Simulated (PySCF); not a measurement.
# Bi2 (Bi2+): the cost of one run

Method: several levels, as the steps say, no spin–orbit coupling; program: PySCF 2.14.0.

2 further runs of the same task are left out: 2 for a known fault of the program. Runs told in other sessions of the task aren't counted.

### Step 1. The system as given

2 atoms, charge 1, spin multiplicity 2.

Bond lengths: Bi1–Bi2 2.767 Å.

As a file:

```xyz
2
charge 1, multiplicity 2
Bi    0.0000    0.0000    1.3836
Bi    0.0000    0.0000   -1.3836
```

An earlier session relaxed this geometry at B3LYP, Bi def2-SVP with ECP60 (doublet, point group D∞h).

At B3LYP on the finer grid: E = -429.159338 Eh, HOMO -11.20 eV, LUMO -10.04 eV (over both spins), ⟨S²⟩ = 0.751, Mulliken charge on Bi1 +0.50 e, largest force component 0.013 eV/Å. 

Levels to run: PBE0; HF; PBE; TPSSh; B3LYP, TZVP; B3LYP, x2c-SVP. Hardware: 2 threads of Intel Xeon Platinum 8259CL at 2.50GHz (Skylake/Cascade Lake), shared host.

### Step 2. PBE0

run.py (the lines that set the calculation) reads:

```python
mol = gto.M(atom='''
Bi     0.00000     0.00000     1.38360
Bi     0.00000     0.00000    -1.38360''',
    basis={'Bi': 'def2-SVP'},
    ecp={'Bi': 'def2-SVP'},
    charge=1, spin=1)
mf = dft.UKS(mol, xc='PBE0')
mf.grids.atom_grid = (75, 302)
mf = mf.density_fit()  # fitting sets: Bi def2-universal-JKFIT
mf.conv_tol = 1e-08; mf.max_cycle = 55
mf.kernel(dm0)  # dm0: the density of the relaxed state
```

Started as:

```console
$ OMP_NUM_THREADS=2 python run.py
```

**Question.** How long does this run take on 2 threads of Intel Xeon Platinum 8259CL at 2.50GHz (Skylake/Cascade Lake), shared host?

About 2.1 s.
